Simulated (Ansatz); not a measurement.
Debugging a single point in a Gaussian basis of ClFHSb, SMILES [F][SbH][Cl] (Ansatz's Python interface).

Script `energy_clfhsb.py`:
```python
"""Electronic structure of the ClFHSb molecule."""

import logging
import sys

import ansatz as az
import numpy as np

logging.basicConfig(stream=sys.stdout, format="%(name)s: %(message)s")
logger = logging.getLogger("clfhsb")
logger.setLevel(logging.INFO)

geometry = (
    az.Crystal.molecule()
    .atom("F", (-1.5374, 0.1875, 0.5764))
    .atom("Sb", (-0.2245, -0.2148, -0.8244))
    .atom("Cl", (1.1157, -1.3493, 0.7771))
    .atom("H", (0.7017, 1.3162, -0.5494))
)

calc = (
    geometry
    .basis(gaussian="def2-SVPD")
    .functional("pbe")
    .forces()  # minus the gradient of the free energy
)
print(calc.to_yaml())
out = calc.run()
rep = out.report

logger.info(f"E = {rep['free_energy_ev']:.6f} eV = {rep['free_energy_ev'] / 27.211386246:.7f} Ha")
print("converged:", rep["converged"], " doubts:", rep["published_state_doubts"] or "none")

state = rep["mean_field"]["state"]
logger.info(f"mean field: {state['energy']['hartree']:.7f} Ha, <S^2> = {abs(state['spin_squared']):.4f}, stability: {state.get('stability', {}).get('kind')}")

symbols = [site.symbol for site in geometry.cartesian_sites]
logger.info("forces (eV/A)")
for symbol, f in zip(symbols, rep["forces_ev_ang"]):
    logger.info(f"  {symbol:2s} {f[0]:9.4f} {f[1]:9.4f} {f[2]:9.4f}")

charges = rep["charge_distribution"]
print("dipole moment", round(4.803205 * float(np.linalg.norm(charges["dipole_moment_e_ang"])), 3), "D")
print("Mulliken:", [(s, round(q, 3)) for s, q in zip(symbols, charges["mulliken_charges_e"])])
```

```console
$ python energy_clfhsb.py
Traceback (most recent call last):
  File "energy_clfhsb.py", line 23, in <module>
    .basis(gaussian="def2-SVPD")
     ^^^^^
AttributeError: 'Crystal' object has no attribute 'basis'
```

Find the fault and give the corrected script.

The fault: settings are called on the crystal, without .calculation(). The change:

```diff
--- before
+++ after
@@ -21,3 +21,3 @@
 calc = (
-    geometry
+    geometry.calculation()
     .basis(gaussian="def2-SVPD")
```

With that change:

```console
$ python energy_clfhsb.py
crystal:
  periodic: [false, false, false]
  atoms:
    - { symbol: F, position_ang: [-1.5374, 0.1875, 0.5764] }
    - { symbol: Sb, position_ang: [-0.2245, -0.2148, -0.8244] }
    - { symbol: Cl, position_ang: [1.1157, -1.3493, 0.7771] }
    - { symbol: H, position_ang: [0.7017, 1.3162, -0.5494] }
basis:
  gaussian:
    orbitals: def2-SVPD
hamiltonian:
  xc: pbe
output:
  forces: true

clfhsb: E = -21781.357098 eV = -800.4501094 Ha
converged: True  doubts: none
clfhsb: mean field: -800.4501094 Ha, <S^2> = 0.0000, stability: minimum
clfhsb: forces (eV/A)
clfhsb:   F    -0.4631    0.2417    0.0772
clfhsb:   Sb    0.5129    0.5940    0.0401
clfhsb:   Cl    0.3601   -0.3164    0.0609
clfhsb:   H    -0.4098   -0.5193   -0.1782
dipole moment 3.465 D
Mulliken: [('F', -0.598), ('Sb', 1.121), ('Cl', -0.488), ('H', -0.035)]
```

What to keep in mind:
- Total energies depend on the basis set; only differences at equal settings carry meaning.
- The geometry is a force-field or estimated start, not a minimum of this method, and the basis set is short of its limit.
- def2 sets replace the cores of elements past krypton by effective core potentials.
- Mulliken charges are unreliable in a basis with diffuse functions.
- Timing: 2.6 s on 1 thread of Arm Neoverse V1 (shared host), peak memory 0.19 GiB.

(Lines on the test bed's own set-up are left out of the output.)
